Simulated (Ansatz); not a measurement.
**Re3B: properties at the relaxed cell**

One table from this session's results is given with a row withheld; the runs are named, their logs left out.

Program: Ansatz 0.2.0. Level of theory: DFT PBEsol, scalar-relativistic, plane waves, PAW. These are calculated values, not measurements.

1 further run of the same task is left out (set aside as unsound or not needed).

## The system as given

Symmetry: Cmcm, No. 63, orthorhombic system. Conventional cell: a = 2.881 Å, b = 9.326 Å, c = 7.272 Å, α = 90.00°, β = 90.00°, γ = 90.00°. Around Re (site symmetry m2m) lie 2 B at 2.21 Å. Re (site symmetry m) is surrounded by 3 B at 2.23 to 2.56 Å. B (site symmetry m2m) is surrounded by 8 Re at 2.21 to 2.56 Å.

Coordinates:

```cif
data_structure
_symmetry_space_group_name_H-M 'P 1'
_symmetry_Int_Tables_number 1
_cell_length_a 4.8806
_cell_length_b 4.8806
_cell_length_c 7.2717
_cell_angle_alpha 90.000
_cell_angle_beta 90.000
_cell_angle_gamma 145.666
_cell_volume 97.70
loop_
_atom_site_label
_atom_site_type_symbol
_atom_site_fract_x
_atom_site_fract_y
_atom_site_fract_z
_atom_site_occupancy
Re1 Re 0.57553 0.42447 0.25000 1
Re2 Re 0.42447 0.57553 0.75000 1
Re3 Re 0.86694 0.13306 0.06498 1
Re4 Re 0.13306 0.86694 0.56498 1
Re5 Re 0.13306 0.86694 0.93502 1
Re6 Re 0.86694 0.13306 0.43502 1
B1 B 0.25453 0.74547 0.25000 1
B2 B 0.74547 0.25453 0.75000 1
```

It is the result of an earlier relaxation at this level (volume 12.21 Å³/atom; gap on the mesh: none (metal)).

Set-up of the first run:

The input, input.yaml:

```yaml
crystal:
  lattice:
    - [1.4405698107, -4.6631654232, 0.0]
    - [1.4405698107, 4.6631654232, 0.0]
    - [0.0, 0.0, 7.2717494092]
  atoms:
    - { symbol: Re, position: [0.5755337004, 0.4244662996, 0.25] }
    - { symbol: Re, position: [0.4244662996, 0.5755337004, 0.75] }
    - { symbol: Re, position: [0.8669362584, 0.1330637416, 0.0649778472] }
    - { symbol: Re, position: [0.1330637416, 0.8669362584, 0.5649778472] }
    - { symbol: Re, position: [0.1330637416, 0.8669362584, 0.9350221528] }
    - { symbol: Re, position: [0.8669362584, 0.1330637416, 0.4350221528] }
    - { symbol: B, position: [0.2545326775, 0.7454673225, 0.25] }
    - { symbol: B, position: [0.7454673225, 0.2545326775, 0.75] }
basis:
  ecutwfc: 420
kpoints:
  mp_grid: { grid: [12, 12, 6] }
  band_path:
    path:
      - [[0.0, 0.0, 0.0], [-0.5, 0.5, 0.0], [-0.27385871, 0.72614129, 0.0]]
      - [[0.27385871, 0.27385871, 0.0], [0.0, 0.0, 0.0], [0.0, 0.0, 0.5], [0.27385871, 0.27385871, 0.5]]
      - [[-0.27385871, 0.72614129, 0.5], [-0.5, 0.5, 0.5], [-0.5, 0.5, 0.0]]
      - [[0.0, 0.0, 0.0], [0.0, 0.5, 0.0], [0.0, 0.5, 0.5], [0.0, 0.0, 0.5], [-0.5, 0.5, 0.5]]
    npoints: 14
hamiltonian:
  xc: pbesol
scf:
  occupations: { method: gaussian, width: 0.1 }
  n_extra_bands: 20
output:
  forces: true
  stress: true
  eigenvalues: true
  populations: true
  dos: { projected: true, de: 0.02, nscf_kmesh: { grid: [18, 18, 9] } }
  bader: true
  write_density: true
  write_potential: true
  elf: true
  volumetric_format: npy
```

On the command line:

```sh
$ ansatz run input.yaml --threads 2 --pin off --max-ram 5120MiB --backend cpu --events-out ev --progress --plain --runs-dir out
```

Among the steps run: Bands, states and charges; Volume × 0.97; Volume × 1.03; Volume × 0.94; Point at V/V0 = 1.06.

One of the session's tables, all rows but one given; the rest of the session is left out.

It belongs to the step «Fit of the equation of state». 

| volume (Å³/atom) | energy above the lowest point (meV/atom) | pressure (GPa) |
| --- | --- | --- |
| 11.479 | 60.2 | 27.84 |
| 11.846 | 14.2 | 12.78 |
| 12.212 | 0.0 | 0.00 |
| 12.579 | ? | ? |
| 12.945 | 48.3 | -19.99 |

**Question.** Estimate the row for volume (Å³/atom) = 12.579.

Worked estimate for «energy above the lowest point (meV/atom)». A straight line through the neighbours (12.212, 0.0) and (12.945, 48.3) gives 0.0 + (48.3 − 0.0) × (12.579 − 12.212) / (12.945 − 12.212) = 24.2; a parabola fitted to 3 rows on both sides gives 11.4.

As computed: energy above the lowest point (meV/atom): 12.7; pressure (GPa): -10.83. In «energy above the lowest point (meV/atom)» the line misses by +11.5 and the parabola by -1.3.
